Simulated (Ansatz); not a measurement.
# C3H11AlO (SMILES C[Al-](C)(C)[OH2+]): wB97M-V/6-31G(d) (spherical functions)

What is the energy change on altering one bond length of C3H11AlO at wB97M-V/6-31G* (spherical functions)? 

Program for the calculation: Ansatz 0.2.0.

71 further runs of the same task are left out: 2 that didn't finish, 69 set aside as unsound or not needed.

## (1) The structure to begin with

C3H11AlO: 16 atoms, total charge 0, spin state singlet. SMILES: `C[Al-](C)(C)[OH2+]`. The coordinates come from a PBE0-D4/def2-TZVP relaxation. This is one conformer, not always the lowest.

Bond lengths: C1–Al2 1.979 Å, Al2–C3 1.979 Å, Al2–C4 1.966 Å, Al2–O5 2.056 Å, C1–H6 1.097 Å, C1–H7 1.096 Å, C1–H8 1.097 Å, C3–H9 1.097 Å, C3–H10 1.097 Å, C3–H11 1.096 Å, C4–H12 1.095 Å, C4–H13 1.096 Å, C4–H14 1.095 Å, O5–H15 0.964 Å, O5–H16 0.964 Å. Some angles: C1–Al2–C3 117.8°, C1–Al2–C4 117.9°, C1–Al2–O5 96.3°, C3–Al2–C4 118.0°, C3–Al2–O5 96.3°, C4–Al2–O5 102.6°, Al2–C1–H6 113.5°, Al2–C1–H7 110.5°, Al2–C1–H8 113.0°, Al2–C3–H9 113.0°.

## (2) A single-point energy at wB97M-V/6-31G(d) (spherical functions)

Contents of input.yaml:

```yaml
crystal:
  periodic: [false, false, false]
  atoms:
    - symbol: C
      position_ang: [-0.637980, 0.723110, -1.712710]
    - symbol: Al
      position_ang: [0.085580, -0.140530, -0.085580]
    - symbol: C
      position_ang: [1.698930, 0.654370, 0.740480]
    - symbol: C
      position_ang: [-0.210750, -2.071140, 0.142530]
    - symbol: O
      position_ang: [-1.268240, 0.678630, 1.227590]
    - symbol: H
      position_ang: [-0.585750, 1.818080, -1.686750]
    - symbol: H
      position_ang: [-0.069050, 0.414640, -2.597260]
    - symbol: H
      position_ang: [-1.679210, 0.445600, -1.917720]
    - symbol: H
      position_ang: [1.843550, 0.343900, 1.782560]
    - symbol: H
      position_ang: [1.707300, 1.750610, 0.717030]
    - symbol: H
      position_ang: [2.601530, 0.334090, 0.207600]
    - symbol: H
      position_ang: [-0.016600, -2.405220, 1.167190]
    - symbol: H
      position_ang: [0.454110, -2.651670, -0.507280]
    - symbol: H
      position_ang: [-1.233710, -2.369370, -0.110180]
    - symbol: H
      position_ang: [-0.808840, 1.221910, 1.877580]
    - symbol: H
      position_ang: [-1.880870, 1.252980, 0.754900]
basis:
  gaussian: {orbitals: 6-31G_st_-spherical.json}
accuracy: high
output: {orbitals: {seedname: orbitals}}
magnetization: {spin_polarized: false}
hamiltonian: {xc: {name: wB97M-V}}
```

The basis set 6-31G* is read from a file made from the Basis Set Exchange's data (not shown).

Run with:

```
ansatz run input.yaml --threads 1 --pin off --max-ram 3480MiB --events-out events.jsonl --progress --plain --runs-dir runs
```

Log:

```text
Warning: RAYON_NUM_THREADS=1 ignored (pool sized by the plan → 1); use --threads N
Functional definition: wB97M-V
  name "wB97M-V"
  parameter omega = 0.3/bohr
  parameter cx = 0.15
  parameter cx01 = 1.007
  parameter cx10 = 0.259
  parameter css00 = 0.443
  parameter css04 = -1.437
  parameter css10 = -4.535
  parameter css20 = -3.390
  parameter css43 = 4.278
  parameter cos00 = 1.000
  parameter cos10 = 1.358
  parameter cos20 = 2.924
  parameter cos21 = -8.812
  parameter cos60 = -1.390
  parameter cos61 = 9.142
  parameter b = 6.0
  parameter c = 0.01
  gx(w, u) = 1 - cx + cx01*u + cx10*w
  gss(w, u) = css00 + css04*u^4 + css10*w + css20*w^2 + css43*w^4*u^3
  gos(w, u) = cos00 + cos10*w + (cos20 + cos21*u)*w^2 + (cos60 + cos61*u)*w^6
  exchange = spin_sum(e_x_unif_sr(omega)*gx(b97_w, b97_u_x)) + cx*exact_x_sr(omega) + exact_x_lr(omega)
  correlation = spin_sum(e_c_pw_mod_same_spin*gss(b97_w, b97_u_same))
      + integral(e_c_pw_mod_opposite_spin*gos(b97_w_opposite, b97_u_opposite)) + vv10(b, c)
2389 factors; integrals over basis functions are off by at most 5.8e-9 eV
462 factors; integrals over basis functions are off by at most 2.0e-9 eV
mean field evaluation 1: about -11923.3720 eV, gradient 5.9e1 eV
mean field evaluation 2: about -11926.8220 eV, gradient 4.5e1 eV
mean field evaluation 4: about -11931.1233 eV, gradient 1.6e0 eV
mean field evaluation 8: about -11931.3101 eV, gradient 7.3e-2 eV
mean field evaluation 16: about -11931.3101 eV, gradient 2.3e-5 eV
mean field -11931.31012417 eV, -438.4675597308 hartree, gradient 4.2e-8 eV, S^2 0.000000; 0 other end points of the search recorded, 0 dependent functions left out
reference -11931.31013004 eV, -438.4675599466 hartree; 25, 25 occupied and 71, 71 virtual orbitals, 2389 factors
Total energy: -11931.31013004 eV, -438.4675599466 hartree
```

Wall time 2.7 min (1 thread of Arm Neoverse V1, shared host); peak memory 0.81 GiB.

## (3) The distorted shape at the same level

Contents of molecule.yaml:

```yaml
basis:
  gaussian: {orbitals: 6-31G_st_-spherical.json}
crystal:
  periodic: [false, false, false]
  atoms:
    - {symbol: C, position_ang: [-0.434918, 0.600243, -1.909675]}
    - {symbol: Al, position_ang: [0.288642, -0.263397, -0.282545]}
    - {symbol: C, position_ang: [1.901992, 0.531503, 0.543515]}
    - {symbol: C, position_ang: [-0.007688, -2.194007, -0.054435]}
    - {symbol: O, position_ang: [-1.268240, 0.678630, 1.227590]}
    - {symbol: H, position_ang: [-0.382688, 1.695213, -1.883715]}
    - {symbol: H, position_ang: [0.134012, 0.291773, -2.794225]}
    - {symbol: H, position_ang: [-1.476148, 0.322733, -2.114685]}
    - {symbol: H, position_ang: [2.046612, 0.221033, 1.585595]}
    - {symbol: H, position_ang: [1.910362, 1.627743, 0.520065]}
    - {symbol: H, position_ang: [2.804592, 0.211223, 0.010635]}
    - {symbol: H, position_ang: [0.186462, -2.528087, 0.970225]}
    - {symbol: H, position_ang: [0.657172, -2.774537, -0.704245]}
    - {symbol: H, position_ang: [-1.030648, -2.492237, -0.307145]}
    - {symbol: H, position_ang: [-0.808840, 1.221910, 1.877580]}
    - {symbol: H, position_ang: [-1.880870, 1.252980, 0.754900]}
accuracy: high
output: {orbitals: {seedname: orbitals}}
hamiltonian: {xc: {name: wB97M-V}}
```

The basis set 6-31G* is read from a file made from the Basis Set Exchange's data (not shown).

Run with:

```
ansatz run molecule.yaml --threads 1 --pin off --max-ram 3480MiB --events-out events.jsonl --progress --plain --runs-dir runs
```

Log:

```text
Warning: RAYON_NUM_THREADS=1 ignored (pool sized by the plan → 1); use --threads N
[... 19 set-up lines as earlier in the session ...]
  gx(w, u) = 1 - cx + cx01*u + cx10*w
  gss(w, u) = css00 + css04*u^4 + css10*w + css20*w^2 + css43*w^4*u^3
  gos(w, u) = cos00 + cos10*w + (cos20 + cos21*u)*w^2 + (cos60 + cos61*u)*w^6
[... 2 set-up lines as earlier in the session ...]
      + integral(e_c_pw_mod_opposite_spin*gos(b97_w_opposite, b97_u_opposite)) + vv10(b, c)
2369 factors; integrals over basis functions are off by at most 7.2e-9 eV
467 factors; integrals over basis functions are off by at most 2.3e-9 eV
mean field evaluation 1: about -11923.2451 eV, gradient 5.9e1 eV
mean field evaluation 2: about -11926.4924 eV, gradient 4.7e1 eV
mean field evaluation 4: about -11930.9849 eV, gradient 1.5e0 eV
mean field evaluation 8: about -11931.1693 eV, gradient 1.8e-2 eV
mean field evaluation 16: about -11931.1693 eV, gradient 2.1e-5 eV
mean field -11931.16928831 eV, -438.4623841086 hartree, gradient 2.8e-8 eV, S^2 0.000000; 0 other end points of the search recorded, 0 dependent functions left out
reference -11931.16929414 eV, -438.4623843228 hartree; 25, 25 occupied and 71, 71 virtual orbitals, 2369 factors
Total energy: -11931.16929414 eV, -438.4623843228 hartree
```

Wall time 2.9 min (1 thread of Arm Neoverse V1, shared host); peak memory 0.81 GiB.

## (4) Summary of results

Level: wB97M-V/6-31G* (spherical functions).

| quantity | value |
| --- | --- |
| first shape: total energy | -438.46756 Eh |
| first shape: HOMO energy | -8.84 eV |
| first shape: LUMO energy | 2.14 eV |
| first shape: HOMO–LUMO gap | 10.98 eV |
| distorted shape: total energy | -438.46238 Eh |
| distorted shape: HOMO energy | -8.95 eV |
| distorted shape: LUMO energy | 2.18 eV |
| distorted shape: HOMO–LUMO gap | 11.13 eV |
| energy change with the Al2–O5 bond stretched from 2.056 to 2.365 Å | 0.141 eV |

**Reading.** With the Al2–O5 bond stretched from 2.056 to 2.365 Å the energy rises by 0.14 eV (3.2 kcal/mol). The first shape isn't relaxed at this level, so the change isn't measured from a minimum.
